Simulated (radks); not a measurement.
# Cu in [Ar] 3d10 4s1: an all-electron calculation

The task here is to estimate one member of a computed series from the others.

The numbers are computed with radks (a radial shooting solver on a logarithmic mesh, Libxc functionals) version 1 (non-relativistic Kohn-Sham, exchange-only PBE, spin-polarised, spherical densities, point nucleus; open shells are filled with parallel spins first), except any that are marked as measured or tabulated.

## The atom as given

```
element       : copper (Z = 29)
charge        : 0
electrons     : 29
configuration : [Ar] 3d10 4s1
```

The outer shells:

Cu
```
[Ar] core
3d [↑↓][↑↓][↑↓][↑↓][↑↓]
4s [↑ ]
```

Set-up of the first run:

Input:

```text
Z 29
configuration [Ar] 3d10 4s1 4p0 5s0
relativity non-relativistic
functional pbe,
spin polarised
nucleus point
```

One table of the session follows, with a row left open; its other results are not shown here.

It belongs to the step «Shells». From the orbitals of this run (lengths in bohr):

| level | <r> | outermost maximum (interpolated) | 90 % within | nodes |
| --- | --- | --- | --- | --- |
| 1s up | 0.05290 | 0.0349 | 0.0942 | 0 |
| 1s down | 0.05290 | 0.0349 | 0.0942 | 0 |
| 2s down | 0.2387 | 0.200 | 0.369 | 1 |
| 2s up | 0.2387 | 0.200 | 0.369 | 1 |
| 2p down | 0.2078 | 0.159 | 0.339 | 0 |
| 2p up | 0.2078 | 0.159 | 0.339 | 0 |
| 3s down | 0.7220 | 0.622 | 1.08 | 2 |
| 3s up | 0.7225 | 0.622 | 1.09 | 2 |
| 3p down | 0.7534 | 0.623 | 1.17 | 1 |
| 3p up | 0.7545 | 0.623 | 1.17 | 1 |
| 3d up | 1.069 | 0.601 | 1.97 | 0 |
| 4s up | 3.044 | 2.35 | 4.78 | 3 |
| 3d down | 1.030 | 0.599 | 1.87 | 0 |
| 4s down | ? | ? | ? | ? |

Q: Estimate the row for 4s down from the others.

The run gave: <r>: 3.108; outermost maximum (interpolated): 2.33; 90 % within: 4.94; nodes: 3. In the column «<r>» it is the highest.
